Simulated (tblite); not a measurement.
# C7H15OPSi: the cost of one run

Programs: tblite 0.8.0 and PySCF 2.14.0, with density-fitted response routines of our own. Each step states its level of theory. These are calculated values for one molecule, in the gas phase or a continuum, unless marked as measured. Atoms count from 0, in the outputs and in this text.

### 1 Starting geometry

25 atoms, charge 0, multiplicity 1; geometry from: force field or distance geometry start.

Bonds of the start (Å): C0–O1 1.44, O1–C2 1.39, C2–C3 1.35, C3–Si4 1.85, C3–P5 1.85, P5–C6 1.86, C6–C7 1.52, C6–C8 1.51, C6–C9 1.50, P5–C2 1.85, C0–H10 1.10, C0–H11 1.12, C0–H12 1.12, Si4–H13 1.47, Si4–H14 1.50, Si4–H15 1.48, C7–H16 1.13, C7–H17 1.09, C7–H18 1.10, C8–H19 1.12, C8–H20 1.12, C8–H21 1.12, C9–H22 1.12, C9–H23 1.12, C9–H24 1.11.

### 2 Geometry optimisation with GFN2-xTB

The job: settings as JSON, then the geometry in Å.

```
{"job": {"kind": "relax", "xc": "GFN2-xTB", "basis": "xTB"}, "charge": 0, "multiplicity": 1}
C      3.757000    -1.195200     0.495500
O      2.362300    -1.538700     0.517100
C      1.458600    -0.483300     0.633900
C      1.163300     0.816200     0.408200
Si     1.698100     2.468900    -0.222500
P     -0.246600    -0.067400     1.216100
C     -1.681000    -0.298900     0.061700
C     -2.578100    -1.302600     0.756800
C     -1.249400    -0.886400    -1.263200
C     -2.479100     0.961300    -0.123100
H      4.387400    -2.089600     0.412400
H      3.988000    -0.552400    -0.387900
H      3.927400    -0.591900     1.424100
H      2.703800     2.353000    -1.291700
H      0.488700     3.166300    -0.760900
H      2.235100     3.254100     0.916400
H     -2.136100    -2.307000     0.498100
H     -2.582000    -1.204600     1.846600
H     -3.580700    -1.212200     0.305800
H     -0.299400    -1.456600    -1.122600
H     -1.175000    -0.099200    -2.049900
H     -2.058400    -1.604100    -1.571500
H     -3.083200     1.248200     0.774300
H     -3.172700     0.792000    -0.985500
H     -1.859000     1.854200    -0.364300
```

Run with:

```console
$ OMP_NUM_THREADS=1 python probes_run.py task.json out
```

One launch serves the whole session: the jobs run in the order shown.

**Question.** How long does this first job take on 1 thread of Arm Neoverse N1, shared host, and how much memory does it need?

About 2 s, with a peak of 0.18 GiB.
